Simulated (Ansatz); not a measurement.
# BCl3H2: the cost of one run

Method: PBE0-D4, def2-SVP first, then def2-TZVP; program: Ansatz 0.2.0, Gaussian basis.

154 further runs of the same task are left out: 2 that didn't finish, 152 set aside as unsound or not needed.

**1. Where the work starts**

The guess: 6 atoms, charge 0, spin multiplicity 1.

Atoms are counted from 1 here; the program's logs count them from 0.

Bond lengths: B1–H2 1.381 Å, B1–Cl3 1.755 Å, B1–Cl4 1.755 Å, B1–Cl6 2.056 Å. Angles: H2–B1–Cl3 108.1°, H2–B1–Cl4 108.1°, H2–B1–Cl6 96.3°, Cl3–B1–Cl4 121.2°, Cl3–B1–Cl6 110.1°, Cl4–B1–Cl6 110.1°.

Coordinates:

```
atom     x (Å)     y (Å)     z (Å)
  B1  -0.24980  -0.21260  -0.17250
  H2   0.57650   0.74100  -0.73290
 Cl3   0.23480  -1.78360  -0.78770
 Cl4  -1.90660   0.34920  -0.31560
  H5   0.93280   0.88170   0.24950
 Cl6   0.41220   0.02430   1.75920
```

Distances that are to change: B1–Cl6 2.06 Å, H2–H5 1.05 Å, B1–H2 1.38 Å, H5–Cl6 1.81 Å.

**2. Constrained relaxation of the guess**

The input, hold/in.yaml:

```yaml
crystal:
  periodic: [false, false, false]
  atoms:
    - {symbol: B, position_ang: [-0.249800, -0.212600, -0.172500]}
    - {symbol: H, position_ang: [0.576500, 0.741000, -0.732900]}
    - {symbol: Cl, position_ang: [0.234800, -1.783600, -0.787700]}
    - {symbol: Cl, position_ang: [-1.906600, 0.349200, -0.315600]}
    - {symbol: H, position_ang: [0.932800, 0.881700, 0.249500]}
    - {symbol: Cl, position_ang: [0.412200, 0.024300, 1.759200]}
basis:
  gaussian: {orbitals: def2-SVP}
hamiltonian: {xc: pbe0, dispersion: d4}
relax: {f_tol: 0.04, max_steps: 150, escape_saddle: false, constraints: [{distance: [0, 5]}, {distance: [1, 4]}, {distance: [0, 1]}, {distance: [4, 5]}]}
```

Launch:

```console
ansatz run in.yaml --threads 2 --pin off --events-out ev --progress --plain --max-ram 4352MiB
```

**Question.** How long does this run take on 2 threads of Arm Neoverse V2, shared host?

About 6.5 s.
